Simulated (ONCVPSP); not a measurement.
# Cd: generating and testing an ONCV potential

Do these settings give a usable potential? It is generated, then checked for transferability, scattering, ghosts and hardness.

The numbers are computed with ONCVPSP 4.0.1.1 (patched build) (PBE, scalar-relativistic, spin-unpolarised reference atom).

### 1 The atom and the settings

The settings as typed:

```
element                 : cadmium (Cd, Z = 48)
type                    : optimised norm-conserving Vanderbilt (ONCV)
frozen core             : [Kr]
valence charge          : 12
reference configuration : 4d10 5s1.5 5p0.5
partial waves           : 5s: rc 2.45 bohr, ncon 4, nbas 9, qcut 2.3 1/bohr, 1 projector; 5p: rc 2.45 bohr, ncon 4, nbas 9, qcut 3.3 1/bohr, 2 projectors, debl 2 Ha; 4d: rc 1.20 bohr, ncon 4, nbas 8, qcut 6.8 1/bohr, 2 projectors, debl 1.5 Ha
local potential         : polynomial inside 1.00 bohr (lpopt 2, dvloc0 0 Ha)
core correction         : Teter function, fcfact 4.25, rcfact 1
```

### 2 The generation run

File Cd.dat:

```
# ATOM AND REFERENCE CONFIGURATION
# atsym  z   nc   nv     iexc    psfile
  Cd 48.00    8    3        4      upf
#
#   n    l    f
    1    0    2.00
    2    0    2.00
    2    1    6.00
    3    0    2.00
    3    1    6.00
    3    2   10.00
    4    0    2.00
    4    1    6.00
    4    2   10.00
    5    0    1.50
    5    1    0.50
#
# PSEUDOPOTENTIAL AND OPTIMIZATION
# lmax
    2
#
#   l,   rc,      ep,       ncon, nbas, qcut
    0    2.45    0.00    4    9    2.30
    1    2.45    0.00    4    9    3.30
    2    1.20    0.00    4    8    6.80
#
# LOCAL POTENTIAL
# lloc, lpopt,  rc(5),   dvloc0
    4    2    1.00    0.00
#
# VANDERBILT-KLEINMAN-BYLANDER PROJECTORs
# l, nproj, debl
    0    1    2.30
    1    2    2.00
    2    2    1.50
#
# MODEL CORE CHARGE
# icmod, fcfact, rcfact
    3    4.25    1.00
#
# LOG DERIVATIVE ANALYSIS
# epsh1, epsh2, depsh
   -2.00    5.00    0.02
#
# OUTPUT GRID
# rlmax, drl
    6.00    0.01
#
# TEST CONFIGURATIONS
# ncnf
    4
# nvcnf
#   n    l    f
    3
    4    2   10.00
    5    0    2.00
    5    1    0.00
#
    3
    4    2   10.00
    5    0    1.00
    5    1    0.00
#
    3
    4    2   10.00
    5    0    0.00
    5    1    0.00
#
    3
    4    2    8.00
    5    0    0.00
    5    1    0.00
#
```

Started as:

```sh
$ oncvpsp.x < Cd.dat > Cd.out
```

What does the calculation give? Wanted: cutoffs for 1 and 0.1 mHa per electron, occupied waves; bound ghosts; GHOST(+) flags; largest test error; largest phase difference near zero energy, channels read; rms error of d²Exc/dn², without and with the model core.

The runs gave:

```
                                                quantity                                               value
  cutoffs for 1 and 0.1 mHa per electron, occupied waves                                   134 Ha and 164 Ha
                                            bound ghosts                                     s at -100.23 eV
                                          GHOST(+) flags  p at 33 eV, d at 81 eV, d at 1251 eV, d at 2587 eV
                            largest test error (AE − PS)         +22 meV, for 4d10 5s0 5p0 (1 test unsolved)
largest phase difference near zero energy, channels read                                           0.010 rad
 rms error of d²Exc/dn², without and with the model core                                   3.75 and 2.74 mHa
```

What this shows: A bound ghost (s) makes it unfit for use: electrons can fall into a state that the atom doesn't have. The worst unpolarised test, 4d10 5s0 5p0, is off by 22 meV on 24.1 eV; by total energies transferability rates as good where solved. Atomic tests can pass in spite of a ghost, since they solve only for the levels asked. Of the tests 1 gave no usable energy difference, which is a warning in itself. By its cutoff, 134 Ha for the looser tolerance, it is very hard. At the looser tolerance the 4d wave is the slowest; 5s needs 13 Ha. Near zero energy the phases of the channels with partial waves agree within 0.010 rad. The program also flags highly localised states, GHOST(+) (p, d). All of this concerns the isolated atom, not yet a solid.
